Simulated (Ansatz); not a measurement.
# Phosphorus, bcc under LDA: ground state and equation of state

The plan for phosphorus in the bcc structure: relax it, solve it on a dense k-mesh, switch on spin-orbit coupling, then scale the cell to 7 volumes from 88 to 112 % of the relaxed one and try a fit of the equation of state. The k-meshes are 14×14×14 for the relaxation; 24×24×24 for the dense run; 15×15×15 for spin-orbit coupling; 16×16×16 for the volumes.

Computed with Ansatz 0.2.0 (DFT LDA (PW92), plane waves (420 eV) with PAW, scalar-relativistic; the PAW data stem from PBE, with regenerated cores, unless a step says otherwise).

## (1) Starting point

The structure is cubic, space group Im-3m (No. 229). Conventional cell: a = 3.123 Å, b = 3.123 Å, c = 3.123 Å, α = 90.00°, β = 90.00°, γ = 90.00°. P (site symmetry m-3m) has 8 P at 2.70 Å as nearest neighbours.

As a file:

```cif
data_structure
_symmetry_space_group_name_H-M 'P 1'
_symmetry_Int_Tables_number 1
_cell_length_a 2.7042
_cell_length_b 2.7042
_cell_length_c 2.7042
_cell_angle_alpha 109.471
_cell_angle_beta 109.471
_cell_angle_gamma 109.471
_cell_volume 15.22
loop_
_atom_site_label
_atom_site_type_symbol
_atom_site_fract_x
_atom_site_fract_y
_atom_site_fract_z
_atom_site_occupancy
P1 P 0.00000 0.00000 0.00000 1
```

## (2) Relaxing cell and atoms

Contents of input.yaml:

```yaml
crystal:
  lattice:
    - [-1.5612668457, 1.5612668457, 1.5612668457]
    - [1.5612668457, -1.5612668457, 1.5612668457]
    - [1.5612668457, 1.5612668457, -1.5612668457]
  atoms:
    - { symbol: P, position: [0.0, 0.0, 0.0] }
hamiltonian:
  xc: lda
  pseudopotentials:
    kind: paw
    azcp:
      P: "pseudopotentials/P.paw.azcp"
basis:
  ecutwfc: 420
  fft_grid_basis: typed
kpoints:
  mp_grid: { grid: [14, 14, 14], shift: [0, 0, 0] }
magnetization:
  spin_polarized: false
scf:
  occupations: { method: fermi_dirac, width: 0.1 }
relax:
  max_steps: 60
  f_tol: 0.01
  cell: {}
```

After this run come: The energy on a finer k-mesh; A two-component run at the same geometry; Volume × 0.88; Volume × 0.92; Volume × 0.96; Volume × 1.0; Volume × 1.04; Volume × 1.08; Volume × 1.12.

Q: Predict the outcome of this session. Wanted: space group; conventional cell; volume; shortest distance; gap on the mesh; relative to black phosphorus; V₀, B₀, B₀′.

The runs gave:

```
                      quantity                         value
space group (spins left aside)               Im-3m (No. 229)
             conventional cell                   a = 3.007 Å
                        volume                13.592 Å³/atom
             shortest distance                       2.604 Å
               gap on the mesh  none (levels filled in part)
  relative to black phosphorus                 +540 meV/atom
                   V₀, B₀, B₀′  13.578 Å³/atom, 109 GPa, 3.8
```

What this shows: From the guessed start the volume shrank by 10.7 % in 7 steps. Against the reference form of phosphorus (black phosphorus, computed apart with the same settings) it stands 540 meV/atom higher, so it is far from stable. No gap shows: it is a metal or semimetal at this level. The total energy of the spin-orbit run (on a coarser mesh) lies -6 meV/atom from the scalar one; mesh and treatment of the core enter this figure, so it is no spin-orbit energy. B₀ comes out at 109 GPa. The symmetry was held, so the structure may be unstable against distortions that break it.
